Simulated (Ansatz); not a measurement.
# Mg3ZnC (Pm-3m) in Ansatz: notebook, part 2 of 2

Ansatz 0.2.0. Earlier steps stand in the parts before.

## Step 5: Projected density of states, RPBE

input.yaml

```yaml
crystal:
  lattice:
    - [4.406931, 0.0, 0.0]
    - [0.0, 4.406931, 0.0]
    - [0.0, 0.0, 4.406931]
  atoms:
    - { symbol: Zn, position: [0.0, 0.0, 0.0] }
    - { symbol: Mg, position: [0.5, 0.0, 0.5] }
    - { symbol: Mg, position: [0.5, 0.5, 0.0] }
    - { symbol: Mg, position: [0.0, 0.5, 0.5] }
    - { symbol: C, position: [0.5, 0.5, 0.5] }
hamiltonian:
  xc: rpbe
  pseudopotentials: { kind: paw }
kpoints:
  mp_grid: { grid: [6, 6, 6] }
scf:
  occupations: { method: fermi_dirac, width: 0.05 }
  n_extra_bands: 12
output:
  forces: true
  stress: true
  eigenvalues: true
  dos: { projected: true, de: 0.05, nscf_kmesh: { grid: [9, 9, 9] } }
```

Potentials or basis: Ansatz PAW.

The run is started by

```sh
> ansatz run input.yaml --threads 2 --pin off --max-ram 5632MiB --backend cpu --events-out ev --progress --plain --runs-dir out
```

The program printed:

```text
Warning: RAYON_NUM_THREADS=2 ignored (pool sized by the plan → 2); use --threads N
scf.n_extra_bands = 12 over 23 filled bands (N_el = 46.0): the run solves 35 bands
Engine: ansatz 0.2.0, aarch64-unknown-linux-gnu
Pseudopotentials: kind: paw
Pseudopotential: Zn, paw, valence charge 12, recommended cutoff 420 eV (normal), Zn.paw.azcp
Pseudopotential: Mg, paw, valence charge 10, recommended cutoff 420 eV (normal), Mg.paw.azcp
Pseudopotential: C, paw, valence charge 4, recommended cutoff 420 eV (normal), C.paw.azcp
Functional definition: RPBE
  parameter kappa = 0.804
  parameter beta = 0.06672455060314922
  exchange = rpbe_x(kappa = kappa, mu = beta*pi^2/3)
  correlation = pbe_c(beta = beta)
Crystal: 5 atoms, lattice volume = 85.587 Å³
Basis set: ecut = 420 eV, 1743 PW (Γ), exchange–correlation on 60×60×60 points (8 copies of the dense FFT grid, shifted against one another)
[... 35 lines left out ...]
  E_band       = -1000.775909
  E_kinetic    = 442.514257
  E_local      = -6497.507039  (includes V_loc(G=0)·N_el)
  E_nonlocal   = 921.840437
  E_hartree    = 2414.716348
  E_xc         = -272.607172
  E_vxc        = -222.581010  (∫ρ·V_xc dr)
  E_paw        = -2812.506226  (= ΣΔE_a)
  E_vpaw       = -474.480611  (= ΣTr[D̂ρ^β])
  E_aug_tail   = -0.000380  (compensation charges beyond the density's cutoff)
  E_ewald      = -3551.927106
  E_core_change = -0.165436  (= ΣΔE_core)
  E_smearing   = -0.011270  (= −TS)
  E_closure    = -0.000000  (closes the sum)
  Σ components = -9355.653587   (vs F -9355.653587, Δ=0.00e0)
--- Forces (eV/Å), atoms counted from 1 ---
  atom   1  Zn     0.00000000     0.00000000    -0.00000000
  atom   2  Mg     0.00000000    -0.00000000     0.00000000
  atom   3  Mg     0.00000000     0.00000000     0.00000000
  atom   4  Mg     0.00000000     0.00000000    -0.00000000
  atom   5  C      0.00000000    -0.00000000     0.00000000
  max |Σ_I F_I| component: 1.49e-28 eV/Å
--- Stress (GPa, compression-positive) ---
        1.806075       0.000000       0.000000
        0.000000       1.806075       0.000000
        0.000000       0.000000       1.806075
  P = ⅓ Tr σ = 1.8061 GPa (18.061 kbar)
--- Band table (eV; the first three rows and the last of 20) ---
  k-point 0: bands = ["-68.3992", "-68.3950", "-68.3950", "-35.0134", "-35.0134", "-35.0134", "-35.0076", "-35.0076", "-35.0076", "-34.8766", "-34.8766", "-34.8766", "-3.5009", "0.0956", "0.0956", "0.1499", "0.1499", "0.1499", "2.0095", "4.5866", "4.5866", "4.5866", "8.9007", "8.9007", "9.9266", "9.9266", "9.9266", "12.6824", "14.0878", "14.0878", "14.0878", "15.0458", "15.0458", "15.0458", "17.9916"]
  k-point 1: bands = ["-68.3989", "-68.3952", "-68.3950", "-35.0131", "-35.0129", "-35.0129", "-35.0078", "-35.0078", "-35.0076", "-34.8771", "-34.8768", "-34.8768", "-3.4063", "0.0978", "0.1049", "0.1430", "0.1430", "0.1507", "1.7969", "4.5513", "4.6938", "4.6938", "8.2371", "9.0943", "9.5978", "9.5978", "10.4950", "13.4722", "13.4722", "13.6298", "13.9286", "14.2634", "16.5270", "16.5270", "17.6341"]
  k-point 2: bands = ["-68.3983", "-68.3959", "-68.3950", "-35.0124", "-35.0116", "-35.0116", "-35.0087", "-35.0087", "-35.0077", "-34.8781", "-34.8772", "-34.8772", "-3.1934", "0.1023", "0.1109", "0.1294", "0.1294", "0.1521", "1.3253", "4.7783", "4.9411", "4.9411", "6.9797", "8.9215", "8.9215", "9.6447", "12.0116", "12.3636", "13.3750", "13.3750", "14.7481", "15.1972", "16.3587", "16.3587", "16.5843"]
  k-point 19: bands = ["-68.3964", "-68.3964", "-68.3964", "-35.0218", "-35.0218", "-35.0218", "-34.9979", "-34.9979", "-34.9979", "-34.9071", "-34.8642", "-34.8642", "-2.5230", "0.0712", "0.0712", "0.0712", "0.1873", "0.1873", "3.8889", "3.8889", "3.8889", "4.1735", "5.4673", "5.4673", "5.4673", "12.2036", "12.2036", "12.2036", "15.3475", "18.7951", "18.7951", "18.7951", "19.2949", "19.2949", "19.2960"]
```

It took 2.9 s on 2 threads of Arm Neoverse V2, shared host; peak memory 0.36 GiB.

Results:

```
Free energy                          : -9355.6536 eV
Pressure                             : 1.8 GPa
Band gap on the k mesh               : none (metal or under the smearing width)
Density of states at the Fermi level : 1.92 states/eV per cell
```

Levels at points of the mesh, in eV from the Fermi level:
| k point | band 20 | band 21 | band 22 | band 23 | band 24 | band 25 | band 26 | band 27 |
| --- | --- | --- | --- | --- | --- | --- | --- | --- |
| (0.00, 0.00, 0.00) | -2.64 | -2.64 | -2.64 | 1.67 | 1.67 | 2.70 | 2.70 | 2.70 |
| (0.00, 0.00, -0.50) | -2.14 | -2.14 | -2.07 | -1.02 | 1.35 | 1.35 | 2.96 | 4.23 |
| (0.00, -0.50, -0.50) | -4.48 | -4.34 | -1.95 | 0.91 | 0.91 | 2.14 | 2.81 | 3.97 |
| (-0.50, -0.50, -0.50) | -3.34 | -3.34 | -3.05 | -1.76 | -1.76 | -1.76 | 4.98 | 4.98 |

States per cell in windows of 1 eV (zero at the Fermi level; states under -8 eV left out):
```csv
from (eV),total,Zn 3d,C 2p,Mg 3s,Zn 4s,C 2s
-8.0,9.68,9.60,0.02,0.04,0.01,0.01
-7.0,0.33,0.32,0.00,0.00,0.01,0.00
-6.0,1.59,0.03,0.26,0.46,0.71,0.11
-5.0,0.63,0.00,0.20,0.24,0.15,0.01
-4.0,2.00,0.01,0.93,0.68,0.17,0.06
-3.0,2.75,0.01,1.83,0.33,0.32,0.03
-2.0,1.17,0.00,0.65,0.07,0.22,0.02
-1.0,1.75,0.00,0.42,0.31,0.08,0.09
0.0,1.80,0.00,0.45,0.29,0.05,0.04
1.0,2.00,0.00,0.29,0.35,0.04,0.02
2.0,0.54,0.00,0.03,0.13,0.01,0.01
3.0,1.63,0.00,0.10,0.65,0.01,0.05
4.0,3.53,0.00,0.34,0.98,0.05,0.02
5.0,1.91,0.00,0.05,0.19,0.05,0.01
6.0,1.65,0.00,0.03,0.13,0.04,0.01
7.0,2.57,0.00,0.05,0.16,0.03,0.01
```

Caveat: the PAW data sets come from PBE, with cores solved anew for the run's functional, which leaves a small shift of forces and pressure; the density of states is complete only up to the lowest level of the last band computed.

## Step 6: Projected density of states, revPBE

input.yaml: that of step 5 with these lines changed.

```diff
@@ -12,3 +12,3 @@
 hamiltonian:
-  xc: rpbe
+  xc: revpbe
   pseudopotentials: { kind: paw }
```

Potentials or basis: Ansatz PAW.

The run is started by

```sh
> ansatz run input.yaml --threads 2 --pin off --max-ram 5632MiB --backend cpu --events-out ev --progress --plain --runs-dir out
```

Run time: 2.9 s. Hardware: 2 threads of Arm Neoverse V2, shared host; peak memory 0.36 GiB.

Results (log left out):

```
Free energy                          : -9351.4119 eV
Pressure                             : 1.4 GPa
Band gap on the k mesh               : none (metal or under the smearing width)
Density of states at the Fermi level : 1.93 states/eV per cell
```

Levels at points of the mesh, in eV from the Fermi level:
```csv
k point,band 19,band 20,band 21,band 22,band 23,band 24,band 25,band 26,band 27,band 28
"(0.00, 0.00, 0.00)",-5.22,-2.64,-2.64,-2.64,1.67,1.67,2.69,2.69,2.69,5.43
"(0.00, 0.00, -0.50)",-6.15,-2.14,-2.14,-2.06,-1.03,1.34,1.34,2.96,4.21,5.96
"(0.00, -0.50, -0.50)",-4.48,-4.48,-4.35,-1.95,0.91,0.91,2.13,2.80,3.97,3.97
"(-0.50, -0.50, -0.50)",-3.34,-3.34,-3.34,-3.07,-1.76,-1.76,-1.76,4.97,4.97,4.97
```

States per cell in windows of 1 eV (zero at the Fermi level; states under -8 eV left out):
| from (eV) | total | Zn 3d | C 2p | Mg 3s | Zn 4s | C 2s |
| --- | --- | --- | --- | --- | --- | --- |
| -8.0 | 9.54 | 9.46 | 0.02 | 0.04 | 0.01 | 0.01 |
| -7.0 | 0.48 | 0.46 | 0.00 | 0.00 | 0.00 | 0.00 |
| -6.0 | 1.59 | 0.03 | 0.26 | 0.45 | 0.71 | 0.11 |
| -5.0 | 0.63 | 0.00 | 0.19 | 0.24 | 0.15 | 0.01 |
| -4.0 | 2.00 | 0.01 | 0.93 | 0.68 | 0.17 | 0.06 |
| -3.0 | 2.75 | 0.01 | 1.83 | 0.33 | 0.32 | 0.03 |
| -2.0 | 1.17 | 0.00 | 0.66 | 0.07 | 0.22 | 0.02 |
| -1.0 | 1.74 | 0.00 | 0.41 | 0.31 | 0.08 | 0.09 |
| 0.0 | 1.80 | 0.00 | 0.45 | 0.29 | 0.05 | 0.04 |
| 1.0 | 2.01 | 0.00 | 0.29 | 0.35 | 0.04 | 0.02 |
| 2.0 | 0.54 | 0.00 | 0.03 | 0.13 | 0.01 | 0.01 |
| 3.0 | 1.63 | 0.00 | 0.10 | 0.65 | 0.01 | 0.05 |
| 4.0 | 3.52 | 0.00 | 0.34 | 0.97 | 0.05 | 0.02 |
| 5.0 | 1.91 | 0.00 | 0.05 | 0.19 | 0.05 | 0.01 |
| 6.0 | 1.65 | 0.00 | 0.03 | 0.13 | 0.04 | 0.01 |
| 7.0 | 2.57 | 0.00 | 0.05 | 0.16 | 0.03 | 0.01 |

Caveat: the PAW data sets come from PBE, with cores solved anew for the run's functional, which leaves a small shift of forces and pressure; the density of states is complete only up to the lowest level of the last band computed.

## Step 7: Overview

```csv
level,gap on the mesh (eV),pressure (GPa)
LDA,none,-4.3
PBE,none,-0.2
PBEsol,none,-1.8
RPBE,none,1.8
revPBE,none,1.4
```

Alike in all rows: task projected density of states; potentials or basis Ansatz PAW; no spin polarisation; cell as given; k mesh 6 × 6 × 6; cutoff (eV) 420; smearing fermi-dirac 0.05 eV.

Every run on the cell as given and a fine mesh finds a metal. The pressure there spans -4.3 GPa (LDA) to 1.8 GPa (RPBE); a positive pressure means that this level wants a larger cell, a negative one a smaller.

Caveats: the density of states is complete only up to the lowest level of the last band computed; the PAW data sets come from PBE, with cores solved anew for the run's functional, which leaves a small shift of forces and pressure (some runs).

Absolute energies hang on the potentials; compare differences alone.
